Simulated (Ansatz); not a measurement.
# GeH3Cl + GeH2: a complex and its separated parts, part 2 of 2

Ansatz 0.2.0, Gaussian basis. The steps go on from the part before.

## (12) BHLYP-D4/def2-TZVPP

The inputs:

parta/in.yaml

```yaml
crystal:
  periodic: [false, false, false]
  atoms:
    - {symbol: Ge, position_ang: [0.033462, -0.678389, 1.395983]}
    - {symbol: Cl, position_ang: [0.742546, -0.883722, -0.628817]}
    - {symbol: H, position_ang: [-1.497404, -0.682243, 1.340037]}
    - {symbol: H, position_ang: [0.578302, 0.649246, 1.931924]}
    - {symbol: H, position_ang: [0.574745, -1.873679, 2.186631]}
basis:
  gaussian: {orbitals: def2-TZVPP}
hamiltonian: {xc: {name: BHLYP}, dispersion: d4}
```

partb/in.yaml

```yaml
crystal:
  periodic: [false, false, false]
  atoms:
    - {symbol: Ge, position_ang: [-0.431081, 1.304301, -1.401431]}
    - {symbol: H, position_ang: [-0.929444, 0.489762, -2.678062]}
    - {symbol: H, position_ang: [0.928876, 1.674726, -2.146365]}
basis:
  gaussian: {orbitals: def2-TZVPP}
hamiltonian: {xc: {name: BHLYP}, dispersion: d4}
```

Each run has its own folder and the same command.

The run is started by

```bash
> ansatz run in.yaml --threads 4 --pin off --events-out ev --progress --plain --max-ram 9574MiB
```

Output in parta, shortened:

```text
Functional definition: BHLYP
  name "BHLYP"
  cite "Becke, J. Chem. Phys. 98, 1372 (1993) doi:10.1063/1.464304"
  cite "Becke, Phys. Rev. A 38, 3098 (1988) doi:10.1103/PhysRevA.38.3098"
  cite "Lee, Yang & Parr, Phys. Rev. B 37, 785 (1988) doi:10.1103/PhysRevB.37.785"
[...]
981 factors; their error is unknown
[...]
mean field -69090.52615503 eV, -2539.0300049566 hartree, gradient 6.2e-5 eV, S^2 0.000000; 0 other end points of the search recorded, 0 dependent functions left out
reference -69090.52631530 eV, -2539.0300108467 hartree; 26, 26 occupied and 106, 106 virtual orbitals, 981 factors
Total energy: -69090.62973343 eV, -2539.0338113927 hartree
```

partb printed, shortened:

```text
[... 5 set-up lines as earlier in the session ...]
[...]
578 factors; their error is unknown
[...]
mean field -56548.63413708 eV, -2078.1239744966 hartree, gradient 3.7e-5 eV, S^2 0.000000; 0 other end points of the search recorded, 0 dependent functions left out
reference -56548.63425469 eV, -2078.1239788190 hartree; 17, 17 occupied and 59, 59 virtual orbitals, 578 factors
Total energy: -56548.66245605 eV, -2078.1250151999 hartree
```

Times: 2.7 s (parta), 1.1 s (partb) on 4 threads of Intel Xeon at 2.50GHz, shared host; peak memory 0.51 GiB.

## (13) CAM-B3LYP-D4/def2-TZVPP

The same edit goes into each in.yaml of step 12 (parta, partb):

```diff
-hamiltonian: {xc: {name: BHLYP}, dispersion: d4}
+hamiltonian: {xc: {name: CAM-B3LYP}, dispersion: d4}
```

One command serves all of them, each in its own folder.

The run is started by

```bash
> ansatz run in.yaml --threads 4 --pin off --events-out ev --progress --plain --max-ram 9574MiB
```

Log of parta, shortened:

```text
Functional definition: CAM-B3LYP
  name "CAM-B3LYP"
  cite "Yanai, Tew & Handy, Chem. Phys. Lett. 393, 51 (2004) doi:10.1016/j.cplett.2004.06.011"
  cite "Iikura, Tsuneda, Yanai & Hirao, J. Chem. Phys. 115, 3540 (2001) doi:10.1063/1.1383587"
[... 2 set-up lines as earlier in the session ...]
[...]
879 factors; their error is unknown
188 factors; integrals over basis functions are off by at most 1.9e-5 eV
[...]
mean field -69094.71281336 eV, -2539.1838618124 hartree, gradient 5.1e-5 eV, S^2 0.000000; 0 other end points of the search recorded, 0 dependent functions left out
reference -69094.71292797 eV, -2539.1838660245 hartree; 26, 26 occupied and 106, 106 virtual orbitals, 879 factors
Total energy: -69094.77749912 eV, -2539.1862389705 hartree
```

partb printed, shortened:

```text
[... 6 set-up lines as earlier in the session ...]
[...]
  # Exact exchange under (alpha + beta erf(omega r))/r, Becke's under what is left of 1/r.
[...]
507 factors; their error is unknown
123 factors; integrals over basis functions are off by at most 1.1e-5 eV
[...]
mean field -56552.42261668 eV, -2078.2631985543 hartree, gradient 6.5e-5 eV, S^2 0.000000; 0 other end points of the search recorded, 0 dependent functions left out
reference -56552.42270109 eV, -2078.2632016563 hartree; 17, 17 occupied and 59, 59 virtual orbitals, 507 factors
Total energy: -56552.44157723 eV, -2078.2638953415 hartree
```

They took 3.2 s (parta), 1.4 s (partb) on 4 threads of Intel Xeon at 2.50GHz, shared host; peak memory 0.51 GiB.

## (14) wB97X-V/def2-TZVPP

The same edit goes into each in.yaml of step 13 (parta, partb):

```diff
-hamiltonian: {xc: {name: CAM-B3LYP}, dispersion: d4}
+hamiltonian: {xc: {name: wB97X-V}}
```

The same command starts each run, in its folder.

The run is started by

```bash
> ansatz run in.yaml --threads 4 --pin off --events-out ev --progress --plain --max-ram 9574MiB
```

Log of parta, shortened:

```text
Functional definition: wB97X-V
  name "wB97X-V"
  cite "Mardirossian & Head-Gordon, Phys. Chem. Chem. Phys. 16, 9904 (2014) doi:10.1039/C3CP54374A"
[... 2 set-up lines as earlier in the session ...]
[...]
      + integral(e_c_pw_opposite_spin*poly(b97_u_opposite, cos0, cos1)) + vv10(b, c)
876 factors; their error is unknown
165 factors; integrals over basis functions are off by at most 4.2e-5 eV
[...]
mean field -69084.05999100 eV, -2538.7923778117 hartree, gradient 2.2e-5 eV, S^2 0.000000; 0 other end points of the search recorded, 0 dependent functions left out
reference -69084.05998946 eV, -2538.7923777551 hartree; 26, 26 occupied and 106, 106 virtual orbitals, 876 factors
Total energy: -69084.05998946 eV, -2538.7923777551 hartree
```

Output in partb, shortened:

```text
[... 5 set-up lines as earlier in the session ...]
[...]
      + integral(e_c_pw_opposite_spin*poly(b97_u_opposite, cos0, cos1)) + vv10(b, c)
507 factors; their error is unknown
106 factors; integrals over basis functions are off by at most 8.5e-5 eV
[...]
mean field -56543.87966961 eV, -2077.9492510400 hartree, gradient 1.4e-5 eV, S^2 0.000000; 0 other end points of the search recorded, 0 dependent functions left out
reference -56543.87966833 eV, -2077.9492509928 hartree; 17, 17 occupied and 59, 59 virtual orbitals, 507 factors
Total energy: -56543.87966833 eV, -2077.9492509928 hartree
```

Times: 6.5 s (parta), 2.2 s (partb) on 4 threads of Intel Xeon at 2.50GHz, shared host; peak memory 0.51 GiB.

## (15) wB97M-V/def2-TZVPP

Each input of step 14 (parta, partb) changes in the same lines:

```diff
-hamiltonian: {xc: {name: wB97X-V}}
+hamiltonian: {xc: {name: wB97M-V}}
```

One command serves all of them, each in its own folder.

The run is started by

```bash
> ansatz run in.yaml --threads 4 --pin off --events-out ev --progress --plain --max-ram 9574MiB
```

Log of parta, shortened:

```text
Functional definition: wB97M-V
  name "wB97M-V"
  cite "Mardirossian & Head-Gordon, J. Chem. Phys. 144, 214110 (2016) doi:10.1063/1.4952647"
[... 2 set-up lines as earlier in the session ...]
  # Of w^i u^j: cxij and so on, Table III.
[...]
  gx(w, u) = 1 - cx + cx01*u + cx10*w
[...]
      + integral(e_c_pw_mod_opposite_spin*gos(b97_w_opposite, b97_u_opposite)) + vv10(b, c)
873 factors; their error is unknown
165 factors; integrals over basis functions are off by at most 4.2e-5 eV
[...]
mean field -69086.97007479 eV, -2538.8993214184 hartree, gradient 1.6e-5 eV, S^2 0.000000; 0 other end points of the search recorded, 0 dependent functions left out
reference -69086.97011192 eV, -2538.8993227827 hartree; 26, 26 occupied and 106, 106 virtual orbitals, 873 factors
Total energy: -69086.97011192 eV, -2538.8993227827 hartree
```

Output in partb, shortened:

```text
[... 5 set-up lines as earlier in the session ...]
  # Of w^i u^j: cxij and so on, Table III.
[...]
  gx(w, u) = 1 - cx + cx01*u + cx10*w
[...]
      + integral(e_c_pw_mod_opposite_spin*gos(b97_w_opposite, b97_u_opposite)) + vv10(b, c)
504 factors; their error is unknown
106 factors; integrals over basis functions are off by at most 8.5e-5 eV
[...]
mean field -56545.81781397 eV, -2078.0204765315 hartree, gradient 1.4e-5 eV, S^2 0.000000; 0 other end points of the search recorded, 0 dependent functions left out
reference -56545.81784515 eV, -2078.0204776774 hartree; 17, 17 occupied and 59, 59 virtual orbitals, 504 factors
Total energy: -56545.81784515 eV, -2078.0204776774 hartree
```

Times: 7.5 s (parta), 2.5 s (partb) on 4 threads of Intel Xeon at 2.50GHz, shared host; peak memory 0.51 GiB.

## (16) B2PLYP/def2-TZVPP

The same edit goes into each in.yaml of step 15 (parta, partb):

```diff
-hamiltonian: {xc: {name: wB97M-V}}
+hamiltonian: {xc: {name: B2PLYP}}
```

One command serves all of them, each in its own folder.

The run is started by

```bash
> ansatz run in.yaml --threads 4 --pin off --events-out ev --progress --plain --max-ram 9574MiB
```

Output in parta, shortened:

```text
Functional definition: B2PLYP
  name "B2PLYP"
  cite "Grimme, J. Chem. Phys. 124, 034108 (2006) doi:10.1063/1.2148954"
[... 2 set-up lines as earlier in the session ...]
[...]
794 factors; integrals over basis functions are off by at most 7.8e-4 eV
[...]
mean field -69073.35780691 eV, -2538.3990798003 hartree, gradient 3.6e-6 eV, S^2 0.000000; 0 other end points of the search recorded, 0 dependent functions left out
14 core orbitals not correlated: weight in the atoms' cores, before any rotation towards them, 1.000 or more for the frozen orbitals, at most 0.000 for the correlated occupied ones
reference -69073.35795658 eV, -2538.3990853008 hartree; 12, 12 occupied and 106, 106 virtual orbitals, 794 factors
second order -15.01126382 eV of doubles, -0.00000000 eV of singles
Total energy: -69077.41099781 eV, -2538.5480318188 hartree
```

partb printed, shortened:

```text
[... 5 set-up lines as earlier in the session ...]
[...]
469 factors; integrals over basis functions are off by at most 9.3e-4 eV
[...]
mean field -56536.89310624 eV, -2077.6924995718 hartree, gradient 8.1e-6 eV, S^2 0.000000; 0 other end points of the search recorded, 0 dependent functions left out
9 core orbitals not correlated: weight in the atoms' cores, before any rotation towards them, 1.000 or more for the frozen orbitals, at most 0.000 for the correlated occupied ones
reference -56536.89321628 eV, -2077.6925036155 hartree; 8, 8 occupied and 59, 59 virtual orbitals, 469 factors
second order -7.95994290 eV of doubles, -0.00000000 eV of singles
Total energy: -56539.04240086 eV, -2077.7714846922 hartree
```

They took 4.5 s (parta), 2.2 s (partb) on 4 threads of Intel Xeon at 2.50GHz, shared host; peak memory 0.51 GiB.

## (17) PBE-QIDH/def2-TZVPP

The same edit goes into each in.yaml of step 16 (parta, partb):

```diff
-hamiltonian: {xc: {name: B2PLYP}}
+hamiltonian: {xc: {name: PBE-QIDH}}
```

One command serves all of them, each in its own folder.

The run is started by

```bash
> ansatz run in.yaml --threads 4 --pin off --events-out ev --progress --plain --max-ram 9574MiB
```

parta printed, shortened:

```text
Functional definition: PBE-QIDH
  name "PBE-QIDH"
  cite "Brémond, Sancho-García, Pérez-Jiménez & Adamo, J. Chem. Phys. 141, 031101 (2014) doi:10.1063/1.4890314"
[... 1 set-up line as earlier in the session ...]
[...]
794 factors; integrals over basis functions are off by at most 7.8e-4 eV
[...]
mean field -69063.98258892 eV, -2538.0545468941 hartree, gradient 6.0e-6 eV, S^2 0.000000; 0 other end points of the search recorded, 0 dependent functions left out
14 core orbitals not correlated: weight in the atoms' cores, before any rotation towards them, 1.000 or more for the frozen orbitals, at most 0.000 for the correlated occupied ones
reference -69063.98259964 eV, -2538.0545472878 hartree; 12, 12 occupied and 106, 106 virtual orbitals, 794 factors
second order -13.93549069 eV of doubles, -0.00000000 eV of singles
Total energy: -69068.62776320 eV, -2538.2252539002 hartree
```

Output in partb, shortened:

```text
[... 4 set-up lines as earlier in the session ...]
[...]
469 factors; integrals over basis functions are off by at most 9.3e-4 eV
[...]
mean field -56530.37068220 eV, -2077.4528049094 hartree, gradient 2.0e-6 eV, S^2 0.000000; 0 other end points of the search recorded, 0 dependent functions left out
9 core orbitals not correlated: weight in the atoms' cores, before any rotation towards them, 1.000 or more for the frozen orbitals, at most 0.000 for the correlated occupied ones
reference -56530.37068993 eV, -2077.4528051933 hartree; 8, 8 occupied and 59, 59 virtual orbitals, 469 factors
second order -7.36366706 eV of doubles, -0.00000000 eV of singles
Total energy: -56532.82524561 eV, -2077.5430084511 hartree
```

They took 4 s (parta), 2.2 s (partb) on 4 threads of Intel Xeon at 2.50GHz, shared host; peak memory 0.51 GiB.

## (18) RPA on PBE/def2-TZVPP

Each input of step 17 (parta, partb) changes in the same lines:

```diff
-hamiltonian: {xc: {name: PBE-QIDH}}
+hamiltonian: {xc: pbe}
+correlation: {method: rpa}
```

One command serves all of them, each in its own folder.

The run is started by

```bash
> ansatz run in.yaml --threads 4 --pin off --events-out ev --progress --plain --max-ram 9574MiB
```

parta printed, shortened:

```text
[... 4 set-up lines as earlier in the session ...]
[...]
794 factors; integrals over basis functions are off by at most 7.8e-4 eV
[...]
mean field -69077.12137529 eV, -2538.5373883873 hartree, gradient 5.1e-6 eV, S^2 0.000000; 0 other end points of the search recorded, 0 dependent functions left out
14 core orbitals not correlated: weight in the atoms' cores, before any rotation towards them, 1.000 or more for the frozen orbitals, at most 0.000 for the correlated occupied ones
reference -69024.99589421 eV, -2536.6218122895 hartree; 12, 12 occupied and 106, 106 virtual orbitals, 794 factors
Total energy: -69045.49397448 eV, -2537.3751028456 hartree
```

Log of partb, shortened:

```text
[... 4 set-up lines as earlier in the session ...]
[...]
469 factors; integrals over basis functions are off by at most 9.3e-4 eV
[...]
mean field -56540.42506243 eV, -2077.8222965678 hartree, gradient 2.7e-6 eV, S^2 0.000000; 0 other end points of the search recorded, 0 dependent functions left out
9 core orbitals not correlated: weight in the atoms' cores, before any rotation towards them, 1.000 or more for the frozen orbitals, at most 0.000 for the correlated occupied ones
reference -56503.11498612 eV, -2076.4511765531 hartree; 8, 8 occupied and 59, 59 virtual orbitals, 469 factors
Total energy: -56514.14475576 eV, -2076.8565131110 hartree
```

Times: 3.9 s (parta), 1.6 s (partb) on 4 threads of Intel Xeon at 2.50GHz, shared host; peak memory 0.51 GiB.

## (19) CCSD(T)/def2-TZVPP

The same edit goes into each in.yaml of step 18 (parta, partb):

```diff
-hamiltonian: {xc: pbe}
-correlation: {method: rpa}
+correlation: {method: ccsd_t}
```

The same command starts each run, in its folder.

The run is started by

```bash
> ansatz run in.yaml --threads 4 --pin off --events-out ev --progress --plain --max-ram 9574MiB
```

Output in parta, shortened:

```text
Functional definition: HF
  name "HF"
  cite "Fock, Z. Phys. 61, 126 (1930) doi:10.1007/BF01340294"
[... 1 set-up line as earlier in the session ...]
[...]
794 factors; integrals over basis functions are off by at most 7.8e-4 eV
[...]
mean field -69026.11504463 eV, -2536.6629403088 hartree, gradient 2.7e-6 eV, S^2 0.000000; 0 other end points of the search recorded, 0 dependent functions left out
14 core orbitals not correlated: weight in the atoms' cores, before any rotation towards them, 1.000 or more for the frozen orbitals, at most 0.000 for the correlated occupied ones
reference -69026.11504463 eV, -2536.6629403088 hartree; 12, 12 occupied and 106, 106 virtual orbitals, 794 factors
second order -12.34058766 eV of doubles, -0.00000000 eV of singles
cycle   1  -12.69493400 eV  change   -3.5e-1 eV  update   7.8e-2
[...]
cycle   8  -13.12765092 eV  change   -1.5e-5 eV  update   1.8e-5
perturbative correction -0.47213019 eV, -0.0173504645 hartree
Total energy: -69039.71482574 eV, -2537.1627230464 hartree
```

Output in partb, shortened:

```text
[... 4 set-up lines as earlier in the session ...]
[...]
469 factors; integrals over basis functions are off by at most 9.3e-4 eV
[...]
mean field -56503.79774716 eV, -2076.4762675583 hartree, gradient 2.7e-6 eV, S^2 0.000000; 0 other end points of the search recorded, 0 dependent functions left out; unrestricted orbitals would lower it
[...]
reference -56503.79774716 eV, -2076.4762675583 hartree; 8, 8 occupied and 59, 59 virtual orbitals, 469 factors
second order -6.50231539 eV of doubles, -0.00000000 eV of singles
cycle   1  -6.61152593 eV  change   -1.1e-1 eV  update   7.3e-2
[...]
cycle   9  -6.94898342 eV  change    1.0e-5 eV  update   1.3e-5
perturbative correction -0.22173333 eV, -0.0081485496 hartree
Total energy: -56510.96846390 eV, -2076.7397865382 hartree
```

Wall times: 12 s (parta), 2 s (partb) on 4 threads of Intel Xeon at 2.50GHz, shared host; peak memory 0.51 GiB.

## (20) Vibrations of GeH3Cl

File vib-parta/in.yaml:

```yaml
crystal:
  periodic: [false, false, false]
  atoms:
    - {symbol: Ge, position_ang: [0.033462, -0.678389, 1.395983]}
    - {symbol: Cl, position_ang: [0.742546, -0.883722, -0.628817]}
    - {symbol: H, position_ang: [-1.497404, -0.682243, 1.340037]}
    - {symbol: H, position_ang: [0.578302, 0.649246, 1.931924]}
    - {symbol: H, position_ang: [0.574745, -1.873679, 2.186631]}
basis:
  gaussian: {orbitals: def2-TZVP}
hamiltonian: {xc: pbe0, dispersion: d4}
phonons: {temperatures: {t_min: 298.15, t_max: 900, t_step: 200}}
```

The run is started by

```bash
> ansatz run in.yaml --threads 4 --pin off --events-out ev --progress --plain --max-ram 9574MiB
```

Standard output, shortened:

```text
[... 5 set-up lines as earlier in the session ...]
[...]
801 factors; their error is unknown
[...]
mean field -69079.72708818 eV, -2538.6331465699 hartree, gradient 1.6e-5 eV, S^2 0.000000; 0 other end points of the search recorded, 0 dependent functions left out
[...]
Atom 2 at    -1.497404    -0.682243     1.340037 Å, force     0.000235     0.000616     0.000056 eV/Å
Atom 3 at     0.578302     0.649246     1.931924 Å, force    -0.000630     0.000061    -0.000191 eV/Å
Atom 4 at     0.574745    -1.873679     2.186631 Å, force    -0.000176     0.000504    -0.000518 eV/Å
Dipole moment:    -0.134720     0.039068     0.384567 e Å
Vibrations: 427.02 596.31 596.31 848.81 871.38 871.45 2178.10 2188.67 2188.85 cm⁻¹, zero-point energy 0.667462 eV
```

It took 37 s on 4 threads of Intel Xeon at 2.50GHz, shared host; peak memory 0.51 GiB.

Wavenumbers and character of the modes:

```tsv
mode	wavenumber (cm⁻¹)	character
1	427	Ge–Cl stretch
2	596	bend
3	596	bend
4	849	bend
5	871	bend
6	871	bend
7	2178	Ge–H stretch
8	2189	Ge–H stretch
9	2189	Ge–H stretch
```

Vibrational sums (real modes only):

```tsv
T (K)	entropy (J/mol/K)	heat capacity (J/mol/K)
298	9.5	21.6
498	24.7	37.4
698	39.0	47.5
898	51.9	54.5
```

## (21) Vibrations of GeH2

File vib-partb/in.yaml:

```yaml
crystal:
  periodic: [false, false, false]
  atoms:
    - {symbol: Ge, position_ang: [-0.431081, 1.304301, -1.401431]}
    - {symbol: H, position_ang: [-0.929444, 0.489762, -2.678062]}
    - {symbol: H, position_ang: [0.928876, 1.674726, -2.146365]}
basis:
  gaussian: {orbitals: def2-TZVP}
hamiltonian: {xc: pbe0, dispersion: d4}
phonons: {temperatures: {t_min: 298.15, t_max: 900, t_step: 200}}
```

The run is started by

```bash
> ansatz run in.yaml --threads 4 --pin off --events-out ev --progress --plain --max-ram 9574MiB
```

Standard output, shortened:

```text
[... 5 set-up lines as earlier in the session ...]
[...]
489 factors; their error is unknown
[...]
mean field -56541.87409499 eV, -2077.8755475323 hartree, gradient 1.1e-5 eV, S^2 0.000000; 0 other end points of the search recorded, 0 dependent functions left out
[...]
Total energy: -56541.89297131 eV, -2077.8762412242 hartree
Atom 0 at    -0.431081     1.304301    -1.401431 Å, force     0.000050    -0.000026    -0.000116 eV/Å
Atom 1 at    -0.929444     0.489762    -2.678062 Å, force     0.000062     0.000068     0.000083 eV/Å
Atom 2 at     0.928876     1.674726    -2.146365 Å, force    -0.000111    -0.000042     0.000034 eV/Å
Dipole moment:    -0.011951     0.006160     0.028041 e Å
Vibrations: 934.42 1927.74 1937.19 cm⁻¹, zero-point energy 0.297522 eV
```

Run time: 6 s. Hardware: 4 threads of Intel Xeon at 2.50GHz, shared host; peak memory 0.51 GiB.

Wavenumbers and character of the modes:

```tsv
mode	wavenumber (cm⁻¹)	character
1	934	bend
2	1928	Ge–H stretch
3	1937	Ge–H stretch
```

Vibrational sums (real modes only):

```tsv
T (K)	entropy (J/mol/K)	heat capacity (J/mol/K)
298	0.5	2.0
498	2.6	6.7
698	5.6	11.3
898	8.9	14.8
```

## (22) Complex less separated parts

The complex's own energies come from single points at the same levels.

Rows are in def2-TZVPP; times add the 3 runs of a level on a shared host, so small differences are noise.

Differences are taken before rounding.

```tsv
method	rung	complex less parts (kJ/mol)	from CCSD(T) (kJ/mol)	time
SPW92	LDA	-77.4	-39.9	4.5 s
PBE-D4	GGA	-53.5	-15.9	6.6 s
BLYP-D4	GGA	-43.4	-5.8	6.8 s
r2SCAN-D4	meta-GGA	-51.9	-14.3	12 s
B97M-V	meta-GGA	-42.0	-4.4	21 s
PBE0-D4	hybrid	-49.2	-11.6	12 s
B3LYP-D4	hybrid	-41.8	-4.3	9.7 s
r2SCAN0-D4	hybrid	-48.5	-11.0	15 s
BHLYP-D4	hybrid	-40.1	-2.6	9.8 s
CAM-B3LYP-D4	range-separated hybrid	-39.6	-2.0	12 s
wB97X-V	range-separated hybrid	-40.8	-3.2	22 s
wB97M-V	range-separated hybrid	-42.9	-5.3	26 s
B2PLYP	double hybrid	-33.7	+3.8	19 s
PBE-QIDH	double hybrid	-44.1	-6.5	19 s
RPA on PBE	RPA	-30.4	+7.2	14 s
Hartree-Fock	wavefunction	-3.7	+33.8	
MP2	wavefunction	-45.5	-7.9	
CCSD	wavefunction	-31.5	+6.1	
CCSD(T)	wavefunction	-37.6	0	2.8 min
```

Among the levels timed on like hardware and quicker than the yardstick, those that no quicker one beats, quickest first: SPW92 (4.5 s, -39.9 kJ/mol); PBE-D4 (6.6 s, -15.9 kJ/mol); BLYP-D4 (6.8 s, -5.8 kJ/mol); B3LYP-D4 (9.7 s, -4.3 kJ/mol); BHLYP-D4 (9.8 s, -2.6 kJ/mol); CAM-B3LYP-D4 (12 s, -2.0 kJ/mol).

For cost: CAM-B3LYP-D4 gets within 2.0 kJ/mol in 12 s, where CCSD(T) took 2.8 min; the quickest level in the cost chart, SPW92, takes 4.5 s and misses by 39.9 kJ/mol.

The complex's zero-point energy, from a separate PBE0-D4 run, is 1.053 eV.

## (23) What came out

The summary covers parts 1 to 2.

```
                              quantity         value
complex less parts, CCSD(T)/def2-TZVPP  -37.6 kJ/mol
                with zero-point energy  -29.1 kJ/mol
                 largest T1 diagnostic         0.014
```

**Reading.** At CCSD(T) the complex lies 37.6 kJ/mol below its parts. Among the functionals CAM-B3LYP-D4 lands nearest to CCSD(T) (-2.0 kJ/mol) and SPW92 farthest (-39.9 kJ/mol). Mean unsigned error by rung: LDA 39.9, GGA 10.9, meta-GGA 9.4, hybrid 7.4, range-separated hybrid 3.5, double hybrid 5.2 kJ/mol. PBE-D4 gives a relative energy 15.9 kJ/mol too low, outside chemical accuracy (1 kcal/mol, 4.2 kJ/mol). No counterpoise was applied, and triple zeta lacks some correlation, so the CCSD(T) reference has a basis error of its own, and close matches with it are partly luck. The restricted Hartree–Fock reference is unstable towards an unrestricted one at one or more of these structures.
